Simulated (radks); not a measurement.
**Spin polarisation of the 5d shell in Lu**

The task here is to estimate one member of a computed series from the others.

Method: non-relativistic Kohn-Sham, r2SCAN, spin-polarised, spherical densities, point nucleus. Code: radks (a radial shooting solver on a logarithmic mesh, Libxc functionals) version 1.

**The atom as given**

| Item | Value |
| --- | --- |
| element | lutetium (Z = 71) |
| charge | 0 |
| electrons | 71 |
| configuration | [Xe] 4f14 5d(up 0.5, down 0.5) 6s2 |

A shell typed twice in an input gives spin up, then spin down.

The first run:

Input:

```text
Z 71
configuration [Xe] 4f14 5d0.5 5d0.5 6s2
relativity non-relativistic
functional r2scan,r2scan
spin polarised
nucleus point
```

Steps of the session up to this table: No moment.

One table of the session follows, with a row left open; its other results are not shown here.

It belongs to the step «No moment». Sizes of the orbitals, from the radial functions (bohr):

| level | <r> | outermost maximum (interpolated) | 90 % within | nodes |
| --- | --- | --- | --- | --- |
| 4s | ? | ? | ? | ? |
| 4p | 0.5265 | 0.484 | 0.765 | 2 |
| 4d | 0.5503 | 0.484 | 0.825 | 1 |
| 5s | 1.282 | 1.14 | 1.85 | 4 |
| 5p | 1.443 | 1.24 | 2.12 | 3 |
| 4f | 0.6917 | 0.463 | 1.18 | 0 |
| 6s | 4.016 | 3.41 | 5.92 | 5 |
| 5d | 2.644 | 1.73 | 4.45 | 2 |

**Question.** Estimate the row for 4s.

As computed: <r>: 0.5169; outermost maximum (interpolated): 0.481; 90 % within: 0.741; nodes: 3. In the column «<r>» it is the lowest.
